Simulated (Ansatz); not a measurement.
# F5HOW: the cost of one run

Program: Ansatz 0.2.0. Level of theory: RKS B3LYP-D4/def2-SVP. These are calculated values, not measurements.

### 1 The starting structure

Bond lengths: W1–O2 1.940 Å, O2–H3 1.010 Å, W1–F4 1.850 Å, W1–F5 1.850 Å, W1–F6 1.850 Å, W1–F7 1.850 Å, W1–F8 1.850 Å. Angles (14 of 16 angles, heavy atoms first): O2–W1–F4 90.0°, O2–W1–F5 90.0°, O2–W1–F6 90.0°, O2–W1–F7 90.0°, O2–W1–F8 180.0°, F4–W1–F5 90.0°, F4–W1–F6 180.0°, F4–W1–F7 90.0°, F4–W1–F8 90.0°, F5–W1–F6 90.0°, F5–W1–F7 180.0°, F5–W1–F8 90.0°, F6–W1–F7 90.0°, F6–W1–F8 90.0°.

Structure file:

```xyz
8

W     0.0000    0.0000    0.0000
O     0.0000    0.0000    1.9400
H    -0.9095   -0.2814    2.2771
F     1.8500    0.0000    0.0000
F     0.0000    1.8500    0.0000
F    -1.8500    0.0000    0.0000
F     0.0000   -1.8500    0.0000
F     0.0000    0.0000   -1.8500
```

### 2 Preparing the start

input.yaml reads:

```yaml
crystal:
  periodic: [false, false, false]
  atoms:
    - { symbol: W, position_ang: [0.0, 0.0, 0.0] }
    - { symbol: O, position_ang: [0.0, 0.0, 1.94] }
    - { symbol: H, position_ang: [-0.9095, -0.2814, 2.2771] }
    - { symbol: F, position_ang: [1.85, 0.0, 0.0] }
    - { symbol: F, position_ang: [0.0, 1.85, 0.0] }
    - { symbol: F, position_ang: [-1.85, 0.0, 0.0] }
    - { symbol: F, position_ang: [0.0, -1.85, 0.0] }
    - { symbol: F, position_ang: [0.0, 0.0, -1.85] }
basis:
  gaussian: { orbitals: def2-SVP }
hamiltonian:
  xc: b3lyp
  dispersion: d4
relax:
  f_tol: 0.02
  max_steps: 40
output:
  orbitals: {}
```

Command:

```bash
> ansatz run input.yaml --threads 2 --pin off --max-ram 3072MiB --backend cpu --events-out ev --progress --plain --runs-dir out
```

Q: Estimate wall time and peak memory on 2 threads of Arm Neoverse V1, shared host.

About 76 s, with a peak of 0.31 GiB.
